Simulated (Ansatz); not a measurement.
# SnH6S (built from SMILES [H][H].[SH][SnH3]): a reaction path by the nudged elastic band

Aim: the minimum-energy path between two given structures and its highest point. Both ends were relaxed at PBE0-D4 in triple zeta.

Program: Ansatz 0.2.0, Gaussian basis. Level of theory: PBE0-D4/def2-SVP. These are calculated values, not measurements.

23 further runs of the same task are left out: 1 that didn't finish, 22 set aside as unsound or not needed.

### Step 1. Starting geometry

The first end: 8 atoms, charge 0, spin multiplicity 1.

Atoms are counted from 1 here; the program's logs count them from 0.

Bond lengths: Sn1–S2 2.407 Å, Sn1–H3 1.701 Å, Sn1–H4 1.705 Å, Sn1–H5 1.705 Å, S2–H8 1.343 Å, H6–H7 0.748 Å. Angles: S2–Sn1–H3 104.7°, S2–Sn1–H4 109.3°, S2–Sn1–H5 109.4°, H3–Sn1–H4 111.4°, H3–Sn1–H5 111.6°, H4–Sn1–H5 110.3°, Sn1–S2–H8 94.0°.

Coordinates:

```xyz
8
H6SSn
Sn   -1.0391   -0.6637    0.1040
S     1.0987   -0.6597    1.2099
H    -0.9161   -1.8900   -1.0680
H    -2.2610   -1.0094    1.2424
H    -1.3093    0.8607   -0.6099
H     1.8410    1.2837   -1.1504
H     1.8074    1.7219   -1.7555
H     0.7784    0.3566    2.0276
```

The second end:

```xyz
8
H6SSn
Sn   -1.1857    0.0596   -0.8303
S     1.9167   -0.7219    1.3250
H    -0.6372   -1.4820   -1.2962
H    -1.6206    0.0646    0.8166
H    -2.5608    0.4654   -1.7615
H     2.6004    0.2121    0.6471
H     0.0233    1.2268   -1.1141
H     1.4639    0.1754    2.2136
```

### Step 2. The band at PBE0-D4/def2-SVP

File neb/in.yaml:

```yaml
crystal:
  periodic: [false, false, false]
  atoms:
    - {symbol: Sn, position_ang: [-1.039119, -0.663703, 0.103989]}
    - {symbol: S, position_ang: [1.098709, -0.659729, 1.209858]}
    - {symbol: H, position_ang: [-0.916088, -1.889976, -1.067967]}
    - {symbol: H, position_ang: [-2.260995, -1.009368, 1.242382]}
    - {symbol: H, position_ang: [-1.309324, 0.860694, -0.609867]}
    - {symbol: H, position_ang: [1.841002, 1.283719, -1.150354]}
    - {symbol: H, position_ang: [1.807443, 1.721852, -1.755524]}
    - {symbol: H, position_ang: [0.778374, 0.356613, 2.027584]}
basis:
  gaussian: {orbitals: def2-SVP}
hamiltonian: {xc: pbe0, dispersion: d4}
neb:
  images: 5
  climbing: true
  max_iterations: 40
  initial_path: idpp
  final_atoms:
    - {symbol: Sn, position_ang: [-1.185680, 0.059567, -0.830269]}
    - {symbol: S, position_ang: [1.916658, -0.721915, 1.324955]}
    - {symbol: H, position_ang: [-0.637192, -1.481968, -1.296190]}
    - {symbol: H, position_ang: [-1.620623, 0.064628, 0.816593]}
    - {symbol: H, position_ang: [-2.560828, 0.465429, -1.761545]}
    - {symbol: H, position_ang: [2.600445, 0.212146, 0.647091]}
    - {symbol: H, position_ang: [0.023343, 1.226847, -1.114098]}
    - {symbol: H, position_ang: [1.463877, 0.175367, 2.213564]}
```

The run is started by

```sh
$ ansatz run in.yaml --threads 2 --pin off --events-out ev --progress --plain --max-ram 4352MiB
```

Before running it: what results should come out? Wanted: from earlier runs: barrier over the separately found saddle, CCSD(T)/def2-TZVPP.

As calculated:

```
                                                                       quantity                                                  value
                                                PBE0-D4/def2-SVP, 12 iterations  highest 188.8 kJ/mol (image 3), last end +25.2 kJ/mol
from earlier runs: barrier over the separately found saddle, CCSD(T)/def2-TZVPP                                           222.1 kJ/mol
```

The highest image lies 188.8 kJ/mol above the first end, and it climbed, so it estimates the saddle. The ends are not quite minima at this level (largest force component 0.44 eV/Å), so the heights are unreliable: relaxing the first end would lower it and raise the barrier above it. The highest image is 33.4 kJ/mol below the CCSD(T) barrier in triple zeta, which comes from separate runs on the saddle.
